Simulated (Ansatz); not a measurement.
**C2H4FIn: up Jacob's ladder to CCSD(T)**

An exercise on one series of results from a longer session: the logs are not shown, and one member is left open.

The runs use Ansatz 0.2.0, Gaussian basis; functionals in def2-TZVPP, the program's frozen cores in correlated methods.

The runs, in order: LDA (SPW92), PBE-D4, revPBE-D4, BLYP-D4, r2SCAN-D4, B97M-V, PBE0-D4, B3LYP-D4, r2SCANh-D4, r2SCAN0-D4, HSE06-D4, BHLYP-D4, CAM-B3LYP-D4, LC-ωPBE, ωB97X-V, ωB97M-V, B2PLYP, PBE-QIDH; CCSD(T)/def2-SVP; CCSD(T)/def2-TZVPP; MP2/def2-QZVPP; extrapolation to the limit; RPA on PBE.

1 further run of the same task is left out (for a known fault of the program).

### The relaxed structure

All runs share one geometry, relaxed beforehand with PBE0-D4 in a triple-zeta def2 set. In takes the def2 core potential; no spin-orbit term is included.

SMILES `C=[C](F)[InH2]`, 8 atoms, charge 0, spin multiplicity 1.

Atoms are counted from 1 here; the program's logs count them from 0.

Bond lengths: C1–C2 1.327 Å, C1–H5 1.086 Å, C1–H6 1.082 Å, C2–F3 1.356 Å, C2–In4 2.154 Å, In4–H7 1.721 Å, In4–H8 1.716 Å. Angles: C2–C1–H5 122.0°, C2–C1–H6 119.6°, H5–C1–H6 118.4°, C1–C2–F3 117.9°, C1–C2–In4 124.7°, F3–C2–In4 117.4°, C2–In4–H7 115.2°, C2–In4–H8 119.9°, H7–In4–H8 124.9°.

The first run:

The input, in.yaml:

```yaml
crystal:
  periodic: [false, false, false]
  atoms:
    - {symbol: C, position_ang: [1.088302, 0.907868, 0.495084]}
    - {symbol: C, position_ang: [-0.144298, 0.665826, 0.066107]}
    - {symbol: F, position_ang: [-1.000520, 1.713248, -0.025514]}
    - {symbol: In, position_ang: [-0.889393, -1.275417, -0.494696]}
    - {symbol: H, position_ang: [1.416642, 1.906738, 0.767609]}
    - {symbol: H, position_ang: [1.794857, 0.092288, 0.578757]}
    - {symbol: H, position_ang: [0.246535, -2.561331, -0.362506]}
    - {symbol: H, position_ang: [-2.512135, -1.449230, -1.024840]}
basis:
  gaussian: {orbitals: def2-TZVPP}
hamiltonian: {xc: lda}
output: {orbitals: {seedname: orbitals}}
```

On the command line:

```
$ ansatz run in.yaml --threads 2 --pin off --events-out ev --progress --plain --max-ram 4352MiB
```

Steps of the session up to this table: LDA; PBE-D4 (GGA); revPBE-D4 (GGA); BLYP-D4 (GGA); r2SCAN-D4 (meta-GGA); B97M-V (meta-GGA); PBE0-D4 (hybrid); B3LYP-D4 (hybrid); r2SCANh-D4 (hybrid); r2SCAN0-D4 (hybrid); HSE06-D4 (hybrid); BHLYP-D4 (hybrid); CAM-B3LYP-D4 (range-separated); LC-ωPBE (range-separated); ωB97X-V (range-separated); ωB97M-V (range-separated); B2PLYP (double hybrid); PBE-QIDH (double hybrid).

One table of the session follows, with a row left open; its other results are not shown here.

It belongs to the step «Orbital energies across the functionals». 

```
  functional  HOMO (eV)  LUMO (eV)  gap (eV)
 LDA (SPW92)          ?          ?         ?
      PBE-D4      -6.46      -2.73      3.72
   revPBE-D4      -6.38      -2.62      3.76
     BLYP-D4      -6.31      -2.70      3.61
   r2SCAN-D4      -6.67      -2.50      4.17
      B97M-V      -6.70      -2.73      3.98
     PBE0-D4      -7.63      -1.99      5.63
    B3LYP-D4      -7.41      -2.28      5.13
  r2SCANh-D4      -7.11      -2.24      4.88
  r2SCAN0-D4      -7.78      -1.85      5.93
    HSE06-D4      -7.23      -2.35      4.87
    BHLYP-D4      -8.65      -1.34      7.31
CAM-B3LYP-D4      -8.97      -1.19      7.78
     LC-ωPBE     -10.32      -0.06     10.26
     ωB97X-V      -9.95      -0.19      9.76
     ωB97M-V      -9.87      -0.45      9.41
```

**Question.** Estimate the row for LDA (SPW92).

As computed: HOMO (eV): -6.68; LUMO (eV): -3.01; gap (eV): 3.67. In the column «HOMO (eV)» it lies between B97M-V (-6.70) and r2SCAN-D4 (-6.67).
